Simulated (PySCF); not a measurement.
# GeH4 (germane) at 6 levels

Wanted: a comparison of 6 runs (B2PLYP/STO-6G, M06-2X/STO-6G, CCSDT(Q)/STO-6G, CCSDT/STO-6G, NEVPT2(2,2)/STO-6G, CCSD(T)/STO-6G) of GeH4 (germane). The job is set up through a Python script.

The calculation is run with PySCF 2.14.0.

2 further runs of the same task are left out: 2 set aside as unsound or not needed.

**1. The structure to begin with**

The species is GeH4 (5 atoms), meant as a singlet with charge 0. As SMILES, `[GeH4]`. Geometry: relaxed at PBE0-D4/def2-TZVP.

Bond lengths: Ge1–H2 1.534 Å, Ge1–H3 1.534 Å, Ge1–H4 1.534 Å, Ge1–H5 1.534 Å. Angles: H2–Ge1–H3 109.5°, H2–Ge1–H4 109.5°, H2–Ge1–H5 109.5°, H3–Ge1–H4 109.5°, H3–Ge1–H5 109.5°, H4–Ge1–H5 109.5°.

**2. A single-point energy at B2PLYP/STO-6G (run 1)**

The input, mol.xyz:

```xyz
5

Ge     0.000100     0.000100     0.000000
H      1.148100    -0.756300     0.680600
H     -1.238800    -0.030000     0.904200
H     -0.329200    -0.669100    -1.340600
H      0.419800     1.455400    -0.244100
```

The input, input.py:

```python
from pyscf import gto, dft, mp

mol = gto.M(
    atom='mol.xyz',
    charge=0,
    basis='sto-6g',
    max_memory=1860,
    verbose=4,
)

ks = dft.RKS(mol, xc='0.53*HF + 0.47*B88, 0.73*LYP')
ks.grids.level = 5
ks.conv_tol = 1e-10
ks.kernel()
if not ks.converged:
    ks = ks.newton().run(ks.mo_coeff, ks.mo_occ)

pt = mp.MP2(ks, frozen=9).run()
e_final = ks.e_tot + 0.27 * pt.e_corr
print('PT2 part  %.8f' % (0.27 * pt.e_corr))
print(f'total energy: {e_final:.8f} hartree')
```

Started as:

```
OMP_NUM_THREADS=1 python input.py
```

Log:

```text
PySCF version 2.14.0

[... 69 lines left out ...]
converged SCF energy = -2067.66164773072
[... 1 line left out ...]
******** <class 'pyscf.mp.mp2.RMP2'> ********
nocc = 9, nmo = 13
frozen orbitals 9
E(RMP2) = -2067.72118904012  E_corr = -0.0595413094046593
E(SCS-RMP2) = -2067.73123643076  E_corr = -0.0695887000407621
E_corr(same-spin) = -0.00214715912864881
E_corr(oppo-spin) = -0.0573941502760104
PT2 part  -0.01607615
total energy: -2067.67772388 hartree
```

Wall time 2.7 s (1 thread of Arm Neoverse V2, shared host); peak memory 0.21 GiB.

**3. A single-point energy at M06-2X/STO-6G (run 2)**

The input, start.xyz:

```xyz
5

Ge     0.000100     0.000100     0.000000
H      1.148100    -0.756300     0.680600
H     -1.238800    -0.030000     0.904200
H     -0.329200    -0.669100    -1.340600
H      0.419800     1.455400    -0.244100
```

The input, input.py:

```python
from pyscf import gto, dft

system = gto.M(
    atom='start.xyz',
    spin=0,
    charge=0,
    max_memory=1860,
    basis='sto-6g',
    verbose=3,
)

mf = dft.RKS(system)
mf.xc = 'm06-2x'
mf.conv_tol = 1e-10
mf.grids.level = 5
mf.kernel()
if not mf.converged:
    mf = mf.newton().run(mf.mo_coeff, mf.mo_occ)

e_final = mf.e_tot
print(f'total energy: {e_final:.8f} hartree')
```

Started as:

```
OMP_NUM_THREADS=1 python input.py
```

Log:

```text
converged SCF energy = -2067.95713953028
total energy: -2067.95713953 hartree
```

Wall time 3.6 s (1 thread of Arm Neoverse V2, shared host); peak memory 0.21 GiB.

**4. A single-point energy at CCSDT(Q)/STO-6G (run 3)**

start.xyz is that of step 3.

The input, run.py:

```python
# [GeH4]
from pyscf import gto, scf, cc

mol = gto.M(
    atom='start.xyz',
    verbose=3,
    charge=0,
    spin=0,
    max_memory=1860,
    basis='sto-6g',
)

mf = scf.RHF(mol)
mf.conv_tol = 1e-10
mf.kernel()
if not mf.converged:
    mf = mf.newton().run(mf.mo_coeff, mf.mo_occ)

mycc = cc.CCSDT(mf, frozen=9)
mycc.kernel()
e_bracket, e_q = mycc.ccsdt_q()
etot = mycc.e_tot + e_q
print(f'total energy: {etot:.8f} hartree')
```

Started as:

```
OMP_NUM_THREADS=1 python run.py
```

Log:

```text
converged SCF energy = -2066.61610065505
_make_eris_incore_RCCSDT

WARN: A large `blksize` is being used, which may cause large memory consumption
      for storing contraction intermediates. If memory is sufficient, consider using
      `pyscf.cc.rccsdt_highm.RCCSDT` instead.

RCCSDT converged
E(RCCSDT) = -2066.683827008904   E_corr = -0.06772635385814454
E_corr(same-spin) = -0.00121722081374798
E_corr(oppo-spin) = -0.0665091330443966
_make_eris_incore_RCCSDT
total energy: -2066.68384871 hartree
```

Run time: 2.3 s. Hardware: 1 thread of Arm Neoverse V2, shared host; peak memory 0.1 GiB.

Runs 4 to 5 aren't shown in full; the table further down has their settings and results.

**5. A single-point energy at CCSD(T)/STO-6G (run 6)**

The input, run.py:

```python
from pyscf import gto, scf, cc

molecule = gto.M(
    atom='''
Ge       0.000100       0.000100       0.000000
H        1.148100      -0.756300       0.680600
H       -1.238800      -0.030000       0.904200
H       -0.329200      -0.669100      -1.340600
H        0.419800       1.455400      -0.244100
''',
    basis='sto-6g',
    verbose=3,
    max_memory=1860,
)

calc0 = scf.RHF(molecule)
calc0.conv_tol = 1e-10
calc0.kernel()
if not calc0.converged:
    calc0 = calc0.newton().run(calc0.mo_coeff, calc0.mo_occ)

mycc = cc.CCSD(calc0, frozen=9)
mycc.kernel()
e_t = mycc.ccsd_t()
energy = mycc.e_tot + e_t
print('E = %.10f Eh' % energy)
```

Started as:

```
OMP_NUM_THREADS=1 python run.py
```

Log:

```text
converged SCF energy = -2066.61610065505
E(CCSD) = -2066.683183261603  E_corr = -0.0670826065569171
CCSD(T) correction = -0.000472141364705846
E = -2066.6836554030 Eh
```

Run time: 0.88 s. Hardware: 1 thread of Arm Neoverse V2, shared host; peak memory 0.1 GiB.

**6. Overview of the runs**

```
run               level  frozen core orbitals  integration grid   energy (Eh)  dipole moment (D) of the reference  HOMO energy (eV)  LUMO energy (eV)  wall time
  1       B2PLYP/STO-6G                     9                 5  -2067.677724                                0.00             -8.86             10.49      2.7 s
  2       M06-2X/STO-6G                     –                 5  -2067.957140                                0.00             -8.91              9.45      3.6 s
  3     CCSDT(Q)/STO-6G                     9                 –  -2066.683849                                0.00            -11.33             13.88      2.3 s
  4        CCSDT/STO-6G                     9                 –  -2066.683827                                0.00            -11.33             13.88      1.4 s
  5  NEVPT2(2,2)/STO-6G                     –                 –  -2066.667143                                0.00            -11.33             13.88      1.2 s
  6      CCSD(T)/STO-6G                     9                 –  -2066.683655                                0.00            -11.33             13.88     0.88 s
```

**7. Outcome**

| quantity | value |
| --- | --- |
| run 6: total energy | -2066.68366 Eh |
| run 6: dipole moment (Hartree–Fock density) | 0.00 D |
| run 6: HOMO energy (Hartree–Fock orbitals) | -11.33 eV |
| run 6: LUMO energy (Hartree–Fock orbitals) | 13.88 eV |
| run 6: HOMO–LUMO gap (Hartree–Fock orbitals) | 25.21 eV |
| run 6: correlation energy (9 core orbitals frozen) | -67.6 mEh |
| run 6: (T) correction | -0.47 mEh |
| run 6: T1 diagnostic | 0.003 |

Totals of different functionals can't be ranked against each other. In runs 1, 2, 3, 4, 5, 6 the basis is minimal, so the values are rough. All runs together took 12 s, the longest 3.6 s.
